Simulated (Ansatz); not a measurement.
# InAg, space group Pm-3m: a comparison of functionals at one structure

Program: Ansatz 0.2.0, Python API.

Typed at the interpreter:
```pycon
>>> import csv
>>> import warnings
>>> import ansatz as az
>>> OCCUPATIONS = "fermi_dirac"
>>> SIGMA = 0.01
>>> MIXING_BETA = 0.5
>>> K_DENSITY = 1.9
>>> warnings.simplefilter("ignore", az.DeckWarning)
>>> cell = (
...     az.Lattice.cubic(3.464789)
...     .space_group(221)
...     .atom("In", [0.5, 0.5, 0.5])
...     .atom("Ag", [0.0, 0.0, 0.0])
... )
>>> setup = (
...     cell.calculation()
...     .occupations(OCCUPATIONS, width=SIGMA)
...     .mixing("msr1", beta=MIXING_BETA)
...     .kpoints(density=K_DENSITY)
...     .stress()
... )
>>> rows = []
>>> for value in ["lda", "blyp", "pbesol"]:
...     summary = setup.functional(value).run(threads=1, backend="cpu").report
...     rows.append((value, summary["free_energy_ev"] / len(summary["lattice"]["sites"]), summary["n_iterations"], sum(summary["stress_gpa"][i][i] for i in range(3)) / 3, summary["n_kpoints"]))
...
>>> with open("xc.csv", "w", newline="") as handle:
...     writer = csv.writer(handle)
...     writer.writerow(["functional", "F/atom (eV)", "iterations", "P (GPa)", "k-points"])
...     writer.writerows([round(v, 5) if isinstance(v, float) else v for v in row] for row in rows)
...
52
>>> print(open("xc.csv").read())
functional,F/atom (eV),iterations,P (GPa),k-points
lda,-6457.50977,6,-7.18351,10
blyp,-6609.55406,6,5.92311,10
pbesol,-6523.71355,6,-4.11498,10
```

From lowest to highest: LDA (-7.2 GPa), PBEsol (-4.1 GPa) and BLYP (5.9 GPa). At a fixed cell a lower pressure usually means a smaller equilibrium volume, so LDA prefers the smallest cell and BLYP the largest.

What to keep in mind:
- BLYP can be off by several per cent in the lattices of metals, and by several GPa in the pressure at a fixed cell.
- For a metal this mesh is far too coarse, so the numbers only illustrate the procedure.
- Pressure is positive in compression.
- The structure comes from a database of computed cells and needn't be a stable or known phase.
- Total energies of different functionals can't be compared; pressures, moments and gaps at this one structure can.
- The whole script took 2.5 s on 1 thread of Arm Neoverse V2, on a shared host, peak memory 0.34 GiB.
